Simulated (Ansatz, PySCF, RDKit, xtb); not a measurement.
# Solving BGeClF, step by step

Task: start from the formula BGeClF (odd number of electrons), draw up candidate structures, narrow them down in stages, and characterise the one that lies lowest at 298.15 K.

Plan: many cheap relaxations first (GFN2-xTB), then density-functional screening, relaxation at B3LYP-D3(BJ)/def2-SVP, vibrations and a final energy. The numbers are computed, not measured.

3 further runs of the same task are left out: 3 set aside as unsound or not needed.

## 1. Drawing up candidates

A program enumerates the bonding patterns with one Lewis structure each (two rings at most, one unusual centre or charged pair), with their diastereomers. O–O, O–halogen and N–halogen bonds and N–N–N chains are not drawn. That gives 5 candidates.

| label | SMILES | spin |
| --- | --- | --- |
| c136 | F/[B]=[Ge]\[Cl] | doublet |
| c150 | [F]/[Ge]=[B]/Cl | doublet |
| c211 | [B]=[Ge]([F])[Cl] | doublet |
| c284 | F/[B]=[Ge]/[Cl] | doublet |
| c401 | [F]/[Ge]=[B]\Cl | doublet |

Candidates are built by distance geometry, with a force field where one applies, in up to four conformers (letters a to d). 6 starts with atoms placed at random are added, to find patterns that the rules miss.

Q: Predict the outcome of this search (final energies at CCSD(T)/def2-SVP + MP2/def2-TZVPP - MP2/def2-SVP).

| quantity | value |
| --- | --- |
| lowest structure found | F[B](Cl)[Ge], doublet, Cs |
| next finalist | [F][Ge][B]Cl, doublet, 31.2 kcal/mol higher in G |
| share at equilibrium, among the finalists | 100.0 % |
| harmonic wavenumbers, lowest and highest (B3LYP-D3(BJ)/def2-SVP) | 67 and 1326 cm⁻¹ |
| rotational constants, same geometry | 0.1807, 0.06748, 0.04913 cm⁻¹ |
| dipole moment (PBE0/def2-TZVPD) | 1.31 D |
| HOMO energy (highest over α and β) (PBE0/def2-TZVPD) | -5.96 eV |
| LUMO energy (lowest over α and β) (PBE0/def2-TZVPD) | -3.22 eV |
| lowest excitation (TD-B3LYP/def2-SVPD) | 0.78 eV (f = 0.000) |
| strongest of the states computed, same level | 3.90 eV (f = 0.088) |
| vertical ionisation energy (to the singlet cation) | 8.10 eV |
| vertical electron affinity | 1.22 eV |
| vertical quartet less doublet | +1.60 eV |

The lowest structure found is `F[B](Cl)[Ge]`. The margin of 31.2 kcal/mol over the next finalist is beyond the usual error of the last level; it says nothing of structures that weren't ranked. B3LYP-D3(BJ)/def2-SVP, HF/def2-SVP and MP2/def2-SVP already put its bonding pattern lowest among the structures in one piece. The stability test raises a flag; for an open shell a flag towards a general spinor solution can be the free rotation of the spin. The search is not exhaustive (a finite list of starts, one conformer a finalist), so a lower isomer can't be ruled out.
